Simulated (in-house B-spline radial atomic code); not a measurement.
# Tc⁷⁺: ionisation energy by several methods

One table from this session's results is given with a row withheld; the runs are named, their logs left out.

Program: in-house B-spline radial atomic code version 1. Level of theory: Dirac-Coulomb, several functionals; spherical all-electron atom at the radial basis limit. These are calculated values, not measurements, unless marked.

## The atom as given

```
element       : technetium (Z = 43)
charge        : +7
electrons     : 36
configuration : [Ar] 3d10 4s2 4p6
nucleus       : Fermi, rms radius 4.411 fm
```

Outer shells as boxes (Hund's rule):

[Ar] 3d10 4s2 4p6
```
[Ar] core
3d [↑↓][↑↓][↑↓][↑↓][↑↓]
4s [↑↓]
4p [↑↓][↑↓][↑↓]
```

Set-up of the first run:

The run's settings:

```ini
Z = 43
electrons = 36.0
configuration = [Ar] 3d10 4s2 4p6
hamiltonian = dirac
method = optx,lyp
spin_polarised = False
nucleus = fermi
rms_radius = 4.411169945885085
mass_number = 97
atomic_mass = 96.90636072
speed_of_light = 137.035999084
```

Among the steps run: OLYP, a GGA; PBE, a GGA; PBEsol, a GGA; exchange-only LDA; RPBE, a GGA; LDA (PW92).

One of the session's tables, all rows but one given; the rest of the session is left out.

| method | ΔSCF (eV) | with Breit, QED, recoil (eV) |
| --- | --- | --- |
| exchange-only LDA | 150.57 | 150.50 |
| LDA (PW92) | ? | ? |
| OLYP | 152.80 | 152.72 |
| PBE | 152.35 | 152.27 |
| PBEsol | 152.33 | 152.25 |
| RPBE | 152.33 | 152.26 |

**Question.** Estimate the row for LDA (PW92).

**Answer.** ΔSCF (eV): 152.49; with Breit, QED, recoil (eV): 152.41. In the column «ΔSCF (eV)» it lies between PBE (152.35) and OLYP (152.80).
